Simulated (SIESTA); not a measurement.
## NiMoIrPdW in SIESTA: the effect of basis

Crystal: NiMoIrPdW.

```
Ni Mo Pd Ir W
1.0
     4.11705    0.00000    0.00000
    -2.05853    3.56547    0.00000
     0.00000    0.00000    5.44580
Ni Mo Pd Ir W
1 1 1 1 1
Direct
  0.00000 0.00000 0.95775
  0.66667 0.33333 0.96161
  0.66667 0.33333 0.46295
  0.33333 0.66667 0.72572
  0.33333 0.66667 0.23642
```

The cell was built by a generator and needn't be a form met in nature.

Alike in all runs:

- Program: SIESTA 5.4.2
- Task: band structure
- Functional: PBE
- Potentials or basis: PseudoDojo 0.4 standard (PBE files)
- Grid cutoff: 800 Ry
- Energy shift: 0.003 Ry
- k mesh: 8 × 8 × 5
- Occupations: fermi-dirac, width 0.05 eV
- Spin: collinear spin, ferromagnetic start
- Starting moments: [1.0, 1.0, 0.0, 0.6, 0.0] μB

| basis | pressure (GPa) | largest force (eV/Å) |
| --- | --- | --- |
| SZ | ? | ? |
| SZP | 5.0 | 0.68 |
| DZ | -1.5 | 0.27 |
| DZP | 2.7 | 0.13 |
| TZP | 1.8 | 0.20 |
| TZDP | 1.8 | 0.21 |

Problem. What does the run with basis SZ give?

Solution. Pressure 2.7 GPa; largest force 1.41 eV/Å.

Caveats: short orbitals over semicore shells can move pressures by several GPa; the basis of atomic orbitals isn't converged, which shifts pressures, moduli and gaps; the basis has no polarisation orbitals (some runs); forces of over 1 eV/Å show positions far from the minimum, so gaps and moduli don't describe the material at rest (some runs).
